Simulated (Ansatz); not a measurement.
## CaPd, space group Pm-3m: a relaxation of cell and ions, step by step

Program: Ansatz's Python interface.

The script reads `capd.cif`:
```cif
data_CaPd
_cell_length_a 3.505685
_cell_length_b 3.505685
_cell_length_c 3.505685
_cell_angle_alpha 90.00000
_cell_angle_beta 90.00000
_cell_angle_gamma 90.00000
_symmetry_space_group_name_H-M 'P 1'
_symmetry_Int_Tables_number 1
loop_
_symmetry_equiv_pos_as_xyz
'x, y, z'
loop_
_atom_site_label
_atom_site_type_symbol
_atom_site_fract_x
_atom_site_fract_y
_atom_site_fract_z
Ca1 Ca    0.000000    0.000000    0.000000
Pd2 Pd    0.500000    0.500000    0.500000
```

Run as a notebook:

In [1]:
```python
from pathlib import Path
import warnings

import ansatz
from ase import Atoms
from ase.io import write
from ase.io import read
import matplotlib.pyplot as plt
import numpy as np

def edges_and_angles(cell):
    cell = np.asarray(cell)
    a, b, c = np.linalg.norm(cell, axis=1)
    cosines = cell[1] @ cell[2] / (b * c), cell[0] @ cell[2] / (a * c), cell[0] @ cell[1] / (a * b)
    return (a, b, c, *np.degrees(np.arccos(cosines)))
```

In [2]:
```python
warnings.simplefilter('ignore', ansatz.DeckWarning)
```

In [3]:
```python
atoms = read('capd.cif')
capd = ansatz.Crystal.from_ase(atoms)

# part of the cell is held
calculation = capd.calculation()
calculation = calculation.functional('pbesol')
calculation = calculation.kpoints(length=20).occupations('fermi_dirac', width=100 * ansatz.meV)
calculation = calculation.relax(force_tolerance=0.005, fix_cell=['c/a', 'angles']).density()
calculation = calculation.electron_localization_function()
calculation = calculation.output_files(volumetric_format='npy')
steps = []
```

In [4]:
```python
def follow(event):
    if event['event'] != 'relax_step':
        return
    row = event['data']
    steps.append(row)
    print(f'step {row["step"]:3d}  E = {row["lagrangian_ev"]:.5f} eV  largest force component = {row["allowed_force_max_ev_ang"]:.4f} eV/A  P = {row["pressure_gpa"]:.3f} GPa')
```

In [5]:
```python
result = calculation.session().plan(threads=1).execute(on_event=follow)
summary = result.report
```
```text
step   1  E = -8701.59228 eV  largest force component = 0.0000 eV/A  P = -1.488 GPa
step   2  E = -8701.59693 eV  largest force component = 0.0000 eV/A  P = 0.516 GPa
step   3  E = -8701.59743 eV  largest force component = 0.0000 eV/A  P = -0.022 GPa
step   4  E = -8701.59732 eV  largest force component = 0.0000 eV/A  P = -0.018 GPa
```

In [6]:
```python
summary['n_kpoints'], summary['n_symmetry_ops'], summary['n_pw']
```
Out [6]:
```text
(40, 16, 799)
```

In [7]:
```python
summary['published_state_doubts']
```
Out [7]:
```text
[]
```

In [8]:
```python
first, last = steps[0], steps[-1]
symbols = [site.symbol for site in result.lattice.sites]
print(f'energy gained {first["lagrangian_ev"] - last["lagrangian_ev"]:.4f} eV in {len(steps) - 1} steps')
for label, vectors in (('before', first['cell_ang']), ('after', result.lattice.cell_ang)):
    print(label, 'a b c (A) {:.4f} {:.4f} {:.4f}  angles {:.2f} {:.2f} {:.2f}'.format(*edges_and_angles(vectors)), f' V = {abs(np.linalg.det(vectors)):.3f} A^3')
print('final stress xx yy zz (GPa, compression positive):', np.round(np.diag(summary['stress_gpa']), 3) + 0.0)
```
```text
energy gained 0.0050 eV in 3 steps
before a b c (A) 3.5057 3.5057 3.5057  angles 90.00 90.00 90.00  V = 43.084 A^3
after a b c (A) 3.4770 3.4770 3.4770  angles 90.00 90.00 90.00  V = 42.035 A^3
final stress xx yy zz (GPa, compression positive): [-0.018 -0.018 -0.018]
```

In [9]:
```python
fig, (top, bottom) = plt.subplots(2, 1, sharex=True, figsize=(4.5, 4))
top.plot([s['lagrangian_ev'] - last['lagrangian_ev'] for s in steps], 'o-')
top.set_ylabel('E - E(final) (eV)')
bottom.semilogy([max(s['allowed_force_max_ev_ang'], 1e-6) for s in steps], 's-')
bottom.set(xlabel='step', ylabel='largest force (eV/A)')
fig.tight_layout()
fig.savefig('relax.png', dpi=100)
```

In [10]:
```python
relaxed = Atoms(symbols, positions=[site.position_ang for site in result.lattice.sites], cell=result.lattice.cell_ang, pbc=True)
write('relaxed.cif', relaxed, format='cif')
```

In [11]:
```python
energy = summary['free_energy_ev']
print('CaPd: {:.6f} eV = {:.6f} Ry = {:.6f} Ha'.format(energy, energy / 13.605693, energy / 27.211386))
print('Fermi level {:.4f} eV, {} k-points, {} symmetry operations'.format(summary['fermi_energy_ev'], summary['n_kpoints'], summary['n_symmetry_ops']))
```
```text
CaPd: -8701.597324 eV = -639.555613 Ry = -319.777806 Ha
Fermi level 11.8812 eV, 40 k-points, 16 symmetry operations
```

In [12]:
```python
# ELF is 0.5 in a uniform gas and nears 1 where pairs localise
folder = Path(result.write_results('elf'))
elf = np.load(folder / 'elf.npy')
peak = np.unravel_index(elf.argmax(), elf.shape)
print(f'largest ELF {elf.max():.3f} at grid fractions', np.round(np.array(peak) / elf.shape, 3))
for level in (0.2, 0.5, 0.7, 0.8, 0.9):
    print(f'share of the cell with ELF over {level}: {np.mean(elf > level):.3f}')
```
```text
largest ELF 0.861 at grid fractions [0.083 0.083 0.917]
share of the cell with ELF over 0.2: 0.667
share of the cell with ELF over 0.5: 0.115
share of the cell with ELF over 0.7: 0.058
share of the cell with ELF over 0.8: 0.041
share of the cell with ELF over 0.9: 0.000
```

In [13]:
```python
print(calculation.to_yaml())
```
```text
crystal:
  lattice:
    - [3.505685, 0.0, 0.0]
    - [0.0, 3.505685, 0.0]
    - [0.0, 0.0, 3.505685]
  atoms:
    - { symbol: Ca, position: [0.0, 0.0, 0.0] }
    - { symbol: Pd, position: [0.5, 0.5, 0.5] }
kpoints:
  mp_grid:
    grid: [6, 6, 6]
hamiltonian:
  xc: pbesol
scf:
  occupations:
    method: fermi_dirac
    width: 0.1
relax:
  f_tol: 0.005
  cell:
    fix: [c/a, angles]
output:
  write_density: true
  volumetric_format: npy
  elf: true
```

It writes `relaxed.cif`:
```cif
data_image0
_chemical_formula_structural       CaPd
_chemical_formula_sum              "Ca1 Pd1"
_cell_length_a       3.476991722997726
_cell_length_b       3.4769915286948687
_cell_length_c       3.476991722997726
_cell_angle_alpha    90.0
_cell_angle_beta     90.0
_cell_angle_gamma    90.0

_space_group_name_H-M_alt    "P 1"
_space_group_IT_number       1

loop_
  _space_group_symop_operation_xyz
  'x, y, z'

loop_
  _atom_site_type_symbol
  _atom_site_label
  _atom_site_symmetry_multiplicity
  _atom_site_fract_x
  _atom_site_fract_y
  _atom_site_fract_z
  _atom_site_occupancy
  Ca  Ca1       1.0  0.0  0.0  1.3734333977434053e-35  1.0000
  Pd  Pd1       1.0  0.5  0.49999999999999994  0.5  1.0000
```

Notes:
- Absolute energies stand on the zero of these potentials, so only differences at equal settings mean something. A total without «per atom» is that of the cell as typed.
- Spin is left out of this run.
- Forces vanish by symmetry, so the ions can't move, and the end may be a saddle.
- For a metal this k-point mesh is coarse: on a finer one energies can move by several to tens of meV an atom and pressures by half a GPa or more, differences at one mesh by less.
- An absolute Fermi energy rests on an arbitrary zero of the periodic potential and has no direct meaning.
- Energies along a relaxation are free energies. Rows at an unchanged volume are solved on a plane-wave basis chosen afresh for that cell, so the energy jumps there and such rows are no steps of the walk.
- Grid values close to the nuclei reflect the PAW or pseudopotential construction, not the all-electron fields.
- The structure comes from a database of computed cells and needn't be a stable or known phase.
- The script silences the warnings on its input, which a real study should read.
- Timing: 4.5 s on 1 thread of Intel(R) Xeon(R) 6975P-C (Granite Rapids), with other jobs on the host, peak memory 0.5 GiB.
